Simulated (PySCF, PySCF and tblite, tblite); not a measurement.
# C6H8F2: a path driven as ring inversion, and NMR exchange

How fast is ring inversion in C6H8F2 (`FC1(F)CC=CCC1`), and when do the exchanging lines merge?

Programs: PySCF 2.14.0 with density-fitted response routines of our own, and tblite 0.8.0. All values are computed, except where a source is named. Atoms count from 0 throughout.

## (1) The starting structure

16 atoms, charge 0, multiplicity 1; geometry from: force field or distance geometry start.

Bonds of the start (Å): C1–C3 1.53, C1–C7 1.52, C1–F2 1.34, C3–C4 1.50, C3–H8 1.11, C3–H9 1.09, C4–C5 1.34, C4–H10 1.09, C5–C6 1.50, C5–H11 1.09, C6–C7 1.52, C6–H12 1.09, C6–H13 1.09, C7–H14 1.11, C7–H15 1.11, F0–C1 1.36.

## (2) GFN2-xTB relaxation, start minimum

Job settings and geometry (Å):

```
{"job": {"xc": "GFN2-xTB", "basis": "xTB", "kind": "relax"}, "charge": 0, "multiplicity": 1}
F     -0.994600    -2.329800    -0.430700
C     -0.515000    -1.062200    -0.566800
F     -0.731900    -0.702900    -1.842500
C      0.993300    -1.074500    -0.294600
C      1.556500     0.267000     0.071600
C      0.778900     1.334800     0.310700
C     -0.716100     1.288400     0.297400
C     -1.263200    -0.132100     0.375900
H      1.218900    -1.775800     0.537600
H      1.507600    -1.464600    -1.169000
H      2.637200     0.363600     0.095600
H      1.243400     2.292500     0.533100
H     -1.078100     1.782200    -0.599800
H     -1.100600     1.858300     1.147900
H     -2.336600    -0.121400     0.110600
H     -1.207400    -0.514400     1.411800
```

Started as:

```console
OMP_NUM_THREADS=1 python ens_run.py task.json out
```

The driver reads the study from task.json and runs its stages one after another.

The program printed:

```text
step      E/eV     max force
  0    -718.07822    1.331
  1    -718.12269    1.086
  2    -718.13586    0.265
  3    -718.13996    0.172
  4    -718.14458    0.134
  5    -718.14580    0.101
  6    -718.14725    0.112
  7    -718.14810    0.086
  8    -718.14882    0.056
  9    -718.14919    0.059
 10    -718.14949    0.056
 11    -718.14983    0.058
 12    -718.15028    0.053
 13    -718.15076    0.065
 14    -718.15125    0.064
 15    -718.15174    0.054
 16    -718.15225    0.054
 17    -718.15273    0.056
 18    -718.15313    0.048
 19    -718.15350    0.053
 20    -718.15386    0.047
 21    -718.15420    0.036
 22    -718.15443    0.040
 23    -718.15458    0.033
 24    -718.15474    0.032
 25    -718.15492    0.033
 26    -718.15508    0.038
 27    -718.15518    0.031
 28    -718.15526    0.019
 29    -718.15532    0.018
 30    -718.15538    0.018
 31    -718.15542    0.022
 32    -718.15546    0.020
 33    -718.15550    0.013
 34    -718.15553    0.013
 35    -718.15555    0.009
 36    -718.15556    0.008
 37    -718.15557    0.008
 38    -718.15559    0.009
 39    -718.15560    0.007
 40    -718.15560    0.006
 41    -718.15561    0.005
 42    -718.15561    0.005
 43    -718.15561    0.005
 44    -718.15562    0.005
 45    -718.15562    0.005
 46    -718.15562    0.005
 47    -718.15563    0.006
 48    -718.15564    0.007
 49    -718.15564    0.008
 50    -718.15565    0.008
 51    -718.15565    0.008
 52    -718.15566    0.008
 53    -718.15567    0.007
 54    -718.15568    0.006
 55    -718.15568    0.005
 56    -718.15569    0.005
 57    -718.15570    0.006
 58    -718.15570    0.006
 59    -718.15571    0.006
 60    -718.15571    0.006
 61    -718.15572    0.007
 62    -718.15572    0.007
 63    -718.15573    0.006
 64    -718.15573    0.004
 65    -718.15573    0.003
 66    -718.15574    0.003
 67    -718.15574    0.002
```

It took 0.3 s on 1 thread of Arm Neoverse V2, shared host.

Gain 0.078 eV; displacement 0.06 Å root mean square.

## (3) Relaxed scan, ring torsion 3 driven

Job settings and geometry (Å):

```
{"job": {"xc": "GFN2-xTB", "basis": "xTB", "coordinate": [["t", [4, 5, 6, 7], 1.0]], "kind": "drive"}, "charge": 0, "multiplicity": 1}
F     -1.014392    -2.310122    -0.489512
C     -0.502551    -1.039408    -0.552229
F     -0.741188    -0.646492    -1.840379
C      0.995309    -1.078581    -0.284063
C      1.532850     0.272427     0.078643
C      0.774494     1.326009     0.329515
C     -0.721553     1.295022     0.282270
C     -1.250973    -0.131555     0.410972
H      1.176810    -1.790259     0.526800
H      1.502463    -1.458341    -1.174880
H      2.609976     0.341125     0.121636
H      1.224791     2.279521     0.562925
H     -1.052499     1.723284    -0.669298
H     -1.134884     1.914304     1.080344
H     -2.317567    -0.175609     0.185600
H     -1.088684    -0.512382     1.420245
```

The program printed:

```text
point  coordinate     E/eV
  0     10.500     -718.14354
  1      0.500     -718.11244
  2     -9.500     -718.06959
  3    -19.800     -718.02606
```

Wall time 0.58 s (1 thread of Arm Neoverse V2, shared host).

The highest point is number 3, 2.7 kcal/mol above the first.

## (4) Relaxed scan, ring torsion 5 driven

Job settings and geometry (Å):

```
{"job": {"xc": "GFN2-xTB", "basis": "xTB", "coordinate": [["t", [6, 7, 1, 3], 1.0]], "kind": "drive"}, "charge": 0, "multiplicity": 1}
F     -1.007069    -2.313249    -0.492900
C     -0.499328    -1.040908    -0.555286
F     -0.738397    -0.648651    -1.843579
C      0.998515    -1.074936    -0.286354
C      1.530808     0.278477     0.075082
C      0.768638     1.329583     0.324719
C     -0.727336     1.292984     0.277943
C     -1.251065    -0.135634     0.407810
H      1.182037    -1.784630     0.525727
H      1.507649    -1.454141    -1.176291
H      2.607554     0.351697     0.118404
H      1.215588     2.284799     0.557851
H     -1.060588     1.719832    -0.673484
H     -1.142263     1.910740     1.076324
H     -2.317666    -0.184815     0.183428
H     -1.086211    -0.515083     1.417205
```

The program printed:

```text
point  coordinate     E/eV
  0     47.600     -718.11730
  1     34.400     -718.03412
  2     20.200     -718.05250
  3      6.800     -718.04864
  4     -6.500     -718.03740
  5    -19.800     -718.01730
  6    -33.700     -718.00797
  7    -47.400     -718.11960
  8    -60.100     -718.15228
```

It took 1.6 s on 1 thread of Arm Neoverse V2, shared host.

The highest point is number 6, 2.5 kcal/mol above the first.

## (5) Nudged elastic band, leg 1

Job settings and geometry (Å):

```
{"job": {"xc": "GFN2-xTB", "basis": "xTB", "kind": "neb"}, "charge": 0, "multiplicity": 1}
F     -1.014392    -2.310122    -0.489512
C     -0.502551    -1.039408    -0.552229
F     -0.741188    -0.646492    -1.840379
C      0.995309    -1.078581    -0.284063
C      1.532850     0.272427     0.078643
C      0.774494     1.326009     0.329515
C     -0.721553     1.295022     0.282270
C     -1.250973    -0.131555     0.410972
H      1.176810    -1.790259     0.526800
H      1.502463    -1.458341    -1.174880
H      2.609976     0.341125     0.121636
H      1.224791     2.279521     0.562925
H     -1.052499     1.723284    -0.669298
H     -1.134884     1.914304     1.080344
H     -2.317567    -0.175609     0.185600
H     -1.088684    -0.512382     1.420245
```

The program printed:

```text
image   E - E0 / eV
  0       0.0000
  1       0.0706
  2       0.2240
  3       0.1108
  4       0.1044
  5       0.1432
  6       0.0000
```

It took 4.2 s on 1 thread of Arm Neoverse V2, shared host.

The run did not converge, so its numbers are no properties of the molecule.

## (6) Saddle search, leg 1

Job settings and geometry (Å):

```
{"job": {"xc": "GFN2-xTB", "basis": "xTB", "kind": "saddle"}, "charge": 0, "multiplicity": 1}
F     -0.331104    -1.838588     1.051277
C     -0.446861    -1.202151    -0.155957
F     -1.066517    -2.126763    -0.956558
C      0.945044    -0.904732    -0.695041
C      1.567170     0.191235     0.113196
C      0.840596     1.182739     0.598257
C     -0.632145     1.321110     0.367154
C     -1.353783     0.014909    -0.013523
H      1.543757    -1.816155    -0.654420
H      0.843037    -0.609559    -1.743660
H      2.628731     0.126742     0.295401
H      1.298013     1.966389     1.184735
H     -0.781320     2.063014    -0.423260
H     -1.084363     1.733272     1.271580
H     -1.861128     0.130644    -0.972396
H     -2.109127    -0.232106     0.733215
```

The program printed:

```text
step      E/eV     max force
  0    -718.00797   0.1547
  1    -718.00651   0.0960
  2    -718.00377   0.1636
  3    -718.00581   0.0135
  4    -718.00518   0.0406
  5    -718.00546   0.0066
  6    -718.00527   0.0064
  7    -718.00528   0.0000
lowest wavenumbers (cm-1): -111.5 108.2 280.6 315.4 378.6 413.3
```

Wall time 2.4 s (1 thread of Arm Neoverse V2, shared host).

Point group C1; 1 imaginary mode, 112i cm⁻¹, carried by C6, H13, H12, C7. Steps downhill from it reached both ends.

## (7) Shieldings, start: PBE0/pcSseg-1 in dimethylsulfoxide

Job settings and geometry (Å):

```
{"job": {"kind": "nmr", "xc": "PBE0", "basis": "pcSseg-1", "solvent": "dimethylsulfoxide", "pop": false}, "charge": 0, "multiplicity": 1}
F     -1.014392    -2.310122    -0.489512
C     -0.502551    -1.039408    -0.552229
F     -0.741188    -0.646492    -1.840379
C      0.995309    -1.078581    -0.284063
C      1.532850     0.272427     0.078643
C      0.774494     1.326009     0.329515
C     -0.721553     1.295022     0.282270
C     -1.250973    -0.131555     0.410972
H      1.176810    -1.790259     0.526800
H      1.502463    -1.458341    -1.174880
H      2.609976     0.341125     0.121636
H      1.224791     2.279521     0.562925
H     -1.052499     1.723284    -0.669298
H     -1.134884     1.914304     1.080344
H     -2.317567    -0.175609     0.185600
H     -1.088684    -0.512382     1.420245
```

The program printed:

```text
coarse grid: 13648 points
cycle   1  E = -432.4776591749  dE =  1.128e+00  |g| = 7.175e-01  |ddm| = 3.534e+00
cycle   2  E = -432.4214536088  dE =  5.621e-02  |g| = 9.671e-01  |ddm| = 9.652e-01
cycle   3  E = -432.5701391032  dE = -1.487e-01  |g| = 7.205e-02  |ddm| = 5.572e-01
cycle   4  E = -432.5710327651  dE = -8.937e-04  |g| = 3.378e-02  |ddm| = 7.715e-02
cycle   5  E = -432.5712834606  dE = -2.507e-04  |g| = 4.323e-03  |ddm| = 2.972e-02
cycle   6  E = -432.5712865522  dE = -3.092e-06  |g| = 2.123e-03  |ddm| = 4.556e-03
final grid: 133432 points
cycle   7  E = -432.6331607857  dE = -4.882e-05  |g| = 9.306e-03  |ddm| = 3.165e-02
cycle   8  E = -432.6331470832  dE =  1.370e-05  |g| = 1.278e-02  |ddm| = 1.649e-02
cycle   9  E = -432.6331805322  dE = -3.345e-05  |g| = 1.108e-03  |ddm| = 9.128e-03
cycle  10  E = -432.6331807657  dE = -2.336e-07  |g| = 3.020e-04  |ddm| = 9.769e-04
cycle  11  E = -432.6331807845  dE = -1.878e-08  |g| = 9.455e-05  |ddm| = 2.860e-04
cycle  12  E = -432.6331807862  dE = -1.740e-09  |g| = 3.506e-05  |ddm| = 8.662e-05
cycle  13  E = -432.6331807865  dE = -2.616e-10  |g| = 4.161e-06  |ddm| = 2.738e-05
converged SCF energy = -432.6331807865

GIAO shielding tensors (ppm)
atom      isotropic    diamagn.    paramagn.     s11        s22        s33       span
  0 F      289.511     473.655    -184.145    182.469    340.189    345.874    163.405
  1 C       56.629     243.238    -186.609     35.120     54.348     80.420     45.300
  2 F      301.369     476.548    -175.179    226.793    314.879    362.436    135.643
  3 C      147.112     249.269    -102.157    130.953    147.963    162.419     31.466
  4 C       56.044     254.808    -198.764    -56.759     67.754    157.136    213.896
  5 C       51.853     254.760    -202.907    -61.136     51.847    164.848    225.984
  6 C      159.267     248.031     -88.764    149.611    156.285    171.904     22.293
  7 C      152.730     250.120     -97.390    141.933    150.312    165.945     24.012
  8 H       28.862      29.275      -0.413     25.206     27.375     34.006      8.800
  9 H       28.873      28.686       0.187     25.133     27.717     33.769      8.636
 10 H       25.689      29.954      -4.265     23.151     26.239     27.675      4.525
 11 H       25.452      30.149      -4.696     23.342     26.103     26.911      3.569
 12 H       29.085      29.723      -0.638     25.268     27.260     34.727      9.458
 13 H       29.204      29.042       0.162     24.320     27.351     35.940     11.620
 14 H       29.400      29.455      -0.055     25.345     28.176     34.679      9.335
 15 H       29.715      30.619      -0.904     25.954     27.990     35.202      9.248
```

Run time: 23 s. Hardware: 1 thread of Arm Neoverse V2, shared host; peak memory 0.88 GiB.

In short: HOMO -7.27 eV, LUMO 0.52 eV; dipole 2.82 D.

## (8) Shieldings, saddle of leg 1: PBE0/pcSseg-1 in dimethylsulfoxide

Job settings and geometry (Å):

```
{"job": {"kind": "nmr", "xc": "PBE0", "basis": "pcSseg-1", "solvent": "dimethylsulfoxide", "pop": false}, "charge": 0, "multiplicity": 1}
F     -0.278254    -1.845593     1.042190
C     -0.437193    -1.201196    -0.154552
F     -1.058954    -2.130363    -0.949072
C      0.935375    -0.868728    -0.724068
C      1.562470     0.176124     0.147486
C      0.831494     1.158948     0.645093
C     -0.620279     1.324348     0.316127
C     -1.356081     0.003590     0.018380
H      1.535697    -1.778525    -0.755672
H      0.799553    -0.504821    -1.745983
H      2.612338     0.077164     0.371488
H      1.269812     1.911951     1.282031
H     -0.688232     1.978531    -0.559009
H     -1.121021     1.840821     1.135775
H     -1.939809     0.092798    -0.898807
H     -2.046917    -0.235049     0.828592
```

The program printed:

```text
coarse grid: 13648 points
cycle   1  E = -432.4672925698  dE =  1.121e+00  |g| = 7.231e-01  |ddm| = 3.546e+00
cycle   2  E = -432.4082796784  dE =  5.901e-02  |g| = 9.800e-01  |ddm| = 9.793e-01
cycle   3  E = -432.5610806488  dE = -1.528e-01  |g| = 7.167e-02  |ddm| = 5.631e-01
cycle   4  E = -432.5619711284  dE = -8.905e-04  |g| = 3.420e-02  |ddm| = 7.757e-02
cycle   5  E = -432.5622288657  dE = -2.577e-04  |g| = 4.979e-03  |ddm| = 2.950e-02
cycle   6  E = -432.5622327103  dE = -3.845e-06  |g| = 2.752e-03  |ddm| = 5.272e-03
final grid: 133432 points
cycle   7  E = -432.6253377440  dE = -4.794e-05  |g| = 9.174e-03  |ddm| = 3.143e-02
cycle   8  E = -432.6253222706  dE =  1.547e-05  |g| = 1.286e-02  |ddm| = 1.640e-02
cycle   9  E = -432.6253570791  dE = -3.481e-05  |g| = 1.150e-03  |ddm| = 9.124e-03
cycle  10  E = -432.6253573547  dE = -2.756e-07  |g| = 3.257e-04  |ddm| = 1.059e-03
cycle  11  E = -432.6253573786  dE = -2.391e-08  |g| = 1.010e-04  |ddm| = 3.109e-04
cycle  12  E = -432.6253573804  dE = -1.838e-09  |g| = 3.262e-05  |ddm| = 8.316e-05
cycle  13  E = -432.6253573806  dE = -2.091e-10  |g| = 4.057e-06  |ddm| = 2.500e-05
converged SCF energy = -432.6253573806

GIAO shielding tensors (ppm)
atom      isotropic    diamagn.    paramagn.     s11        s22        s33       span
  0 F      282.430     476.427    -193.997    208.136    287.200    351.952    143.816
  1 C       54.135     242.763    -188.628     35.758     55.004     71.642     35.884
  2 F      286.239     473.702    -187.463    171.172    335.172    352.373    181.201
  3 C      149.999     249.794     -99.795    136.649    145.934    167.414     30.764
  4 C       55.261     255.848    -200.587    -62.337     69.191    158.930    221.266
  5 C       48.291     254.108    -205.817    -72.369     52.524    164.717    237.086
  6 C      162.321     246.833     -84.512    152.199    160.617    174.146     21.947
  7 C      152.941     248.472     -95.531    139.991    143.521    175.310     35.319
  8 H       28.883      29.224      -0.340     25.120     27.712     33.818      8.698
  9 H       29.135      29.761      -0.626     25.874     26.664     34.868      8.995
 10 H       25.472      30.634      -5.161     23.046     25.895     27.475      4.429
 11 H       25.316      30.325      -5.008     23.390     25.630     26.928      3.538
 12 H       29.033      28.897       0.136     24.512     26.876     35.711     11.199
 13 H       29.110      28.899       0.211     23.771     27.637     35.921     12.150
 14 H       29.300      29.692      -0.392     24.339     29.123     34.440     10.101
 15 H       29.322      29.228       0.093     24.603     28.810     34.552      9.949
```

It took 22 s on 1 thread of Arm Neoverse V2, shared host; peak memory 0.88 GiB.

In short: HOMO -7.24 eV, LUMO 0.39 eV; dipole 3.08 D.

## (9) The path in numbers

Job settings and geometry (Å):

```
{"job": {"smiles": "FC1(F)CC=CCC1", "charge": 0, "mult": 1, "motion": "ring", "what": "6-membered ring", "atoms": [1, 3, 4, 5, 6, 7], "ring": [1, 3, 4, 5, 6, 7], "study": "path", "level": {"kind": "nmr", "xc": "PBE0", "basis": "pcSseg-1", "solvent": "dimethylsulfoxide"}, "fields": [80, 300, 700], "first": 5, "seed": 858, "kind": "path"}, "charge": 0, "multiplicity": 1}
F     -1.014392    -2.310122    -0.489512
C     -0.502551    -1.039408    -0.552229
F     -0.741188    -0.646492    -1.840379
C      0.995309    -1.078581    -0.284063
C      1.532850     0.272427     0.078643
C      0.774494     1.326009     0.329515
C     -0.721553     1.295022     0.282270
C     -1.250973    -0.131555     0.410972
H      1.176810    -1.790259     0.526800
H      1.502463    -1.458341    -1.174880
H      2.609976     0.341125     0.121636
H      1.224791     2.279521     0.562925
H     -1.052499     1.723284    -0.669298
H     -1.134884     1.914304     1.080344
H     -2.317567    -0.175609     0.185600
H     -1.088684    -0.512382     1.420245
```

The program printed:

```text
stationary points (kcal/mol above the start)
  n  kind          group   xTB      DFT    lowest mode
  0  minimum      C1       0.00     0.00      90.2
  1  saddle       C1       3.47     4.93    -111.5
  2  minimum      C1       0.00     0.00      90.2

GFN2-xTB energies: T/K, barrier G, reaction G (kcal/mol), k forward, k back (1/s)
 150.00     3.48     0.00   5.25e+07   5.27e+07
 200.00     3.56     0.00   1.07e+09   1.08e+09
 250.00     3.65     0.00   6.67e+09   6.68e+09
 298.15     3.76     0.00   2.18e+10   2.19e+10
 350.00     3.89     0.00   5.46e+10   5.47e+10
 400.00     4.02     0.00   1.06e+11   1.06e+11
 500.00     4.32     0.00   2.69e+11   2.69e+11

PBE0/pcSseg-1 + D3(BJ), IEF-PCM dimethylsulfoxide energies: T/K, barrier G, reaction G (kcal/mol), k forward, k back (1/s)
 150.00     4.94     0.00   3.91e+05   3.93e+05
 200.00     5.02     0.00   2.73e+07   2.74e+07
 250.00     5.11     0.00   3.53e+08   3.53e+08
 298.15     5.22     0.00   1.86e+09   1.86e+09
 350.00     5.35     0.00   6.69e+09    6.7e+09
 400.00     5.48     0.00   1.69e+10   1.69e+10
 500.00     5.78     0.00   6.18e+10   6.19e+10
```

It took 57 s on 1 thread of Arm Neoverse V2, shared host; peak memory 0.88 GiB. This counts the whole study up to here.

Barriers by level (kcal/mol; entropies in cal/(mol K)). Zero-point and thermal terms come from xTB in every row. ΔG‡ leaves symmetry out; the rate counts equivalent paths (a factor of 2); effective ΔG‡, where given, is the barrier that would give that rate by Eyring's equation alone:

```csv
level,ΔE‡,with zero-point,ΔH‡,ΔS‡,ΔG‡ (298 K),ΔE of reaction,k at 298 K (1/s),effective ΔG‡
GFN2-xTB,3.47,3.39,2.98,-2.6,3.76,0.00,2.2e+10,3.35
"PBE0/pcSseg-1 + D3(BJ), IEF-PCM dimethylsulfoxide",4.93,4.85,4.44,-2.6,5.22,0.00,1.9e+09,4.81
```

Sites that the driver pairs across this motion, and where their lines would merge (no couplings; faster rotations or exchange between molecules can average them sooner):

```csv
nucleus,sites: shielding (ppm),proton frequency (MHz),spread (Hz),coalescence (K),lines at 298 K
19F,F0: 289.5; F2: 301.4,80,893,114,1
19F,F0: 289.5; F2: 301.4,300,3349,122,1
19F,F0: 289.5; F2: 301.4,700,7813,127,1
1H,H14: 29.40; H15: 29.71,80,25,98,1
1H,H14: 29.40; H15: 29.71,300,95,104,1
1H,H14: 29.40; H15: 29.71,700,221,108,1
1H,H12: 29.09; H13: 29.20,80,10,95,1
1H,H12: 29.09; H13: 29.20,300,36,100,1
1H,H12: 29.09; H13: 29.20,700,83,103,1
```

## (10) Nudged elastic band, band settings drawn wide

Job settings and geometry (Å):

```
{"job": {"images": 9, "spring": 3.0, "start": "scan", "climb": true, "fmax": 0.1, "method": "GFN1-xTB", "steps": 200, "xc": "GFN1-xTB", "basis": "xTB", "kind": "neb"}, "charge": 0, "multiplicity": 1}
F     -1.014392    -2.310122    -0.489512
C     -0.502551    -1.039408    -0.552229
F     -0.741188    -0.646492    -1.840379
C      0.995309    -1.078581    -0.284063
C      1.532850     0.272427     0.078643
C      0.774494     1.326009     0.329515
C     -0.721553     1.295022     0.282270
C     -1.250973    -0.131555     0.410972
H      1.176810    -1.790259     0.526800
H      1.502463    -1.458341    -1.174880
H      2.609976     0.341125     0.121636
H      1.224791     2.279521     0.562925
H     -1.052499     1.723284    -0.669298
H     -1.134884     1.914304     1.080344
H     -2.317567    -0.175609     0.185600
H     -1.088684    -0.512382     1.420245
```

The program printed:

```text
image   E - E0 / eV
  0       0.0000
  1       0.0165
  2       0.0625
  3       0.0837
  4       0.0962
  5       0.1182
  6       0.0955
  7       0.0220
  8       0.0000
```

It took 3.9 s on 1 thread of Arm Neoverse V2, shared host; peak memory 0.37 GiB.

The highest point is number 5, 2.7 kcal/mol above the first.

## (11) What came out

| quantity | value |
| --- | --- |
| barrier (PBE0/pcSseg-1 + D3(BJ), IEF-PCM dimethylsulfoxide) | ΔE‡ 4.9, ΔG‡(298 K) 5.2 kcal/mol |
| barrier (GFN2-xTB) | ΔE‡ 3.5 kcal/mol |
| rate at 298 K | 1.9e+09 s⁻¹ |
| end of the path | the start, renumbered or mirrored |
| coalescence of 19F F0 | 127 K at 700 MHz |
| stages that failed or stayed incomplete | 1 |

**Reading.** DFT puts the top 4.9 kcal/mol above the start (xTB: 3.5); the rate from the DFT barrier is 1.9e+09 s⁻¹ at 298 K. An error of 1.4 kcal/mol changes that rate tenfold. The 19F lines of F0 and its partners, 7813 Hz apart at 700 MHz, merge at 127 K, so by this path alone the exchange at 298 K is fast for them; other paths were not followed.
